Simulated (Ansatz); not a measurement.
**InH4 (doublet): wave-function methods side by side, def2-SVPD**

How much of the correlation energy of InH4 (doublet) does each wave-function method recover here?

Computed with Ansatz 0.2.0, Gaussian basis. Level: def2-SVPD, core rule «outside noble gas», up to 9 orbitals frozen.

Plan: UHF; CCSD(T) on ROHF; CCSD(T) on UHF; BCCD(T) on ROHF; CISD; CCSDT(Q) on ROHF; CCSDT(Q) on UHF; CASSCF and MRCISD+Q, 7 electrons in 8 orbitals; CASSCF and NEVPT4(SD), 7 electrons in 8 orbitals; CASSCF and NEVPT2, 7 electrons in 8 orbitals.

17 further runs of the same task are left out: 2 for a known fault of the program, 6 that didn't finish, 9 set aside as unsound or not needed.

## Step 1: The system

The geometry is a PBE0/def2-TZVPD stationary point (not a proven minimum) of the parent state, kept for this charge and spin. No spin-orbit coupling is included. Elements past krypton take def2 core potentials.

5 atoms, charge 0, spin multiplicity 2.

Atoms are counted from 1 here; the program's logs count them from 0.

Bond lengths: In1–H2 1.785 Å, In1–H3 1.785 Å, In1–H4 1.785 Å, In1–H5 1.785 Å. Angles: H2–In1–H3 109.5°, H2–In1–H4 109.5°, H2–In1–H5 109.5°, H3–In1–H4 109.5°, H3–In1–H5 109.5°, H4–In1–H5 109.5°.

## Step 2: UHF

Contents of in.yaml:

```yaml
crystal:
  periodic: [false, false, false]
  atoms:
    - {symbol: In, position_ang: [0.000000, 0.000000, 0.000000]}
    - {symbol: H, position_ang: [1.030800, 1.030800, 1.030800]}
    - {symbol: H, position_ang: [-1.030800, -1.030800, 1.030800]}
    - {symbol: H, position_ang: [-1.030800, 1.030800, -1.030800]}
    - {symbol: H, position_ang: [1.030800, -1.030800, -1.030800]}
basis:
  gaussian: {orbitals: def2-SVPD}
magnetization: {spin_polarized: true, initial_magnetization: 1}
hamiltonian: {xc: hf}
output: {orbitals: {seedname: orbitals}}
```

Run with:

```console
> ansatz run in.yaml --threads 1 --pin off --events-out ev --progress --plain --max-ram 2393MiB
```

The runs that follow: CCSD(T) on ROHF; CCSD(T) on UHF; BCCD(T) on ROHF; CISD; CCSDT(Q) on ROHF; CCSDT(Q) on UHF; CASSCF and MRCISD+Q, 7 electrons in 8 orbitals; CASSCF and NEVPT4(SD), 7 electrons in 8 orbitals; CASSCF and NEVPT2, 7 electrons in 8 orbitals.

Before running them: what should the planned runs give, taken together? Wanted: UCCSDT(Q) below the RHF energy; RMP2 from UCCSDT(Q); UMP2 from UCCSDT(Q); RCCSD from UCCSDT(Q); RCCSD(T) from UCCSDT(Q); UCCSD(T) from UCCSDT(Q); RCCSDT(Q) from UCCSDT(Q); NEVPT2 valence from UCCSDT(Q); NEVPT4(SD) valence from UCCSDT(Q).

The runs gave:

| quantity | value |
| --- | --- |
| UCCSDT(Q) below the RHF energy | -3.1553 eV |
| RMP2 from UCCSDT(Q) | +931.4 meV |
| UMP2 from UCCSDT(Q) | +964.2 meV |
| RCCSD from UCCSDT(Q) | +107.7 meV |
| RCCSD(T) from UCCSDT(Q) | +33.8 meV |
| UCCSD(T) from UCCSDT(Q) | +26.3 meV |
| RCCSDT(Q) from UCCSDT(Q) | +7.6 meV |
| NEVPT2 valence from UCCSDT(Q) | +499.2 meV |
| NEVPT4(SD) valence from UCCSDT(Q) | +71.5 meV |
| MRCISD+Q valence from UCCSDT(Q) | -8.1 meV |
| levels within 1 kcal/mol (43 meV) | RCCSD(T), UCCSD(T), BCCD(T), RCCSDT, UCCSDT, RCCSDT(Q), MRCISD+Q valence |
| T1 diagnostic | 0.033 |
| effectively unpaired electrons | 1.04 |

What this shows: RCCSD(T) misses by +33.8 meV, 1.1 % of the correlation energy. One determinant dominates. Of the multireference levels listed MRCISD+Q valence comes nearest in total energy (-8.1 meV), which doesn't show that its space is the better one. Coupled cluster took another determinant than the lowest Hartree-Fock one. These misses are within one basis, not against nature; the frozen cores of restricted and unrestricted runs differ, which can shift their rows.
